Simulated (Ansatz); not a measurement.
Born–Oppenheimer molecular dynamics of a periodic cell of 36 atoms, Be (start crystal Be, start structure hcp, volume 1.05 times the crystal's). It starts from a structure without forces on its atoms.

All numbers below come from DFT PBE-D3(BJ), scalar-relativistic, plane waves, PAW (Ansatz 0.2.0). Settings: accuracy low, cutoff 420 eV, k mesh 2x2x2, fermi-dirac smearing 0.24 eV, no spin polarisation.

```
ensemble                      : NVE (velocity Verlet)
time step                     : 0.75 fs
steps asked                   : 70
starting velocities drawn for : 5600 K
seed                          : 277813
```

First frame:

```xyz
36
Lattice="6.9826 0.0000 0.0000 -3.4913 6.0471 0.0000 0.0000 0.0000 7.2945" Properties=species:S:1:pos:R:3
Be 0.000 0.000 0.000
Be 0.000 1.344 1.824
Be 0.000 0.000 3.647
Be 0.000 1.344 5.471
Be -1.164 2.016 0.000
Be -1.164 3.360 1.824
Be -1.164 2.016 3.647
Be -1.164 3.360 5.471
Be -2.328 4.031 0.000
Be -2.328 5.375 1.824
Be -2.328 4.031 3.647
Be -2.328 5.375 5.471
Be 2.328 0.000 0.000
Be 2.328 1.344 1.824
Be 2.328 0.000 3.647
Be 2.328 1.344 5.471
Be 1.164 2.016 0.000
Be 1.164 3.360 1.824
Be 1.164 2.016 3.647
Be 1.164 3.360 5.471
Be 0.000 4.031 0.000
Be 0.000 5.375 1.824
Be 0.000 4.031 3.647
Be 0.000 5.375 5.471
Be 4.655 0.000 0.000
Be 4.655 1.344 1.824
Be 4.655 0.000 3.647
Be 4.655 1.344 5.471
Be 3.491 2.016 0.000
Be 3.491 3.360 1.824
Be 3.491 2.016 3.647
Be 3.491 3.360 5.471
Be 2.328 4.031 0.000
Be 2.328 5.375 1.824
Be 2.328 4.031 3.647
Be 2.328 5.375 5.471
```

Q: What does the run give?

A: The run went to its last step.

```json
{
  "steps done": "70",
  "time covered": "52.5 fs",
  "mean temperature over the second half": "2017 K",
  "spread of the potential energy over the second half": "10.4 meV per atom",
  "mean potential energy of the second half above the start": "450.7 meV per atom"
}
```

The conserved energy stayed within 0.72 meV per atom of its start (net change 0.33 meV per atom), so the integration is sound. A run of 0.052 ps of so small a system gives no equilibrium averages. Limits of this set-up: coarse k mesh, low accuracy level.

Q: What happens to the structure?

A: Mean squared displacements from the first frame to the last, about the centre of mass: Be 0.46 Å². This is one draw of velocities; another would differ in detail.

Q: How do temperature and energy run in time?

A: 
| time (fs) | T (K) | potential energy less start (eV) | conserved less start (meV/atom) |
| --- | --- | --- | --- |
| 0.0 | 5600 | 0.000 | 0.00 |
| 2.2 | 5398 | 0.913 | 0.05 |
| 4.5 | 4831 | 3.483 | 0.12 |
| 6.8 | 3993 | 7.278 | 0.27 |
| 9.0 | 3063 | 11.496 | 0.50 |
| 11.2 | 2281 | 15.038 | 0.68 |
| 13.5 | 1844 | 17.017 | 0.70 |
| 15.8 | 1771 | 17.341 | 0.56 |
| 18.0 | 1915 | 16.683 | 0.38 |
| 20.2 | 2089 | 15.895 | 0.28 |
| 22.5 | 2176 | 15.500 | 0.27 |
| 24.8 | 2161 | 15.571 | 0.33 |
| 27.0 | 2098 | 15.858 | 0.40 |
| 29.2 | 2056 | 16.049 | 0.42 |
| 31.5 | 2061 | 16.027 | 0.40 |
| 33.8 | 2083 | 15.925 | 0.35 |
| 36.0 | 2077 | 15.949 | 0.34 |
| 38.2 | 2025 | 16.188 | 0.36 |
| 40.5 | 1945 | 16.551 | 0.40 |
| 42.8 | 1883 | 16.831 | 0.43 |
| 45.0 | 1878 | 16.856 | 0.44 |
| 47.2 | 1934 | 16.600 | 0.42 |
| 49.5 | 2030 | 16.164 | 0.38 |
| 51.8 | 2129 | 15.717 | 0.34 |

The run took 7.4 min on 1 CPU thread of a shared host.
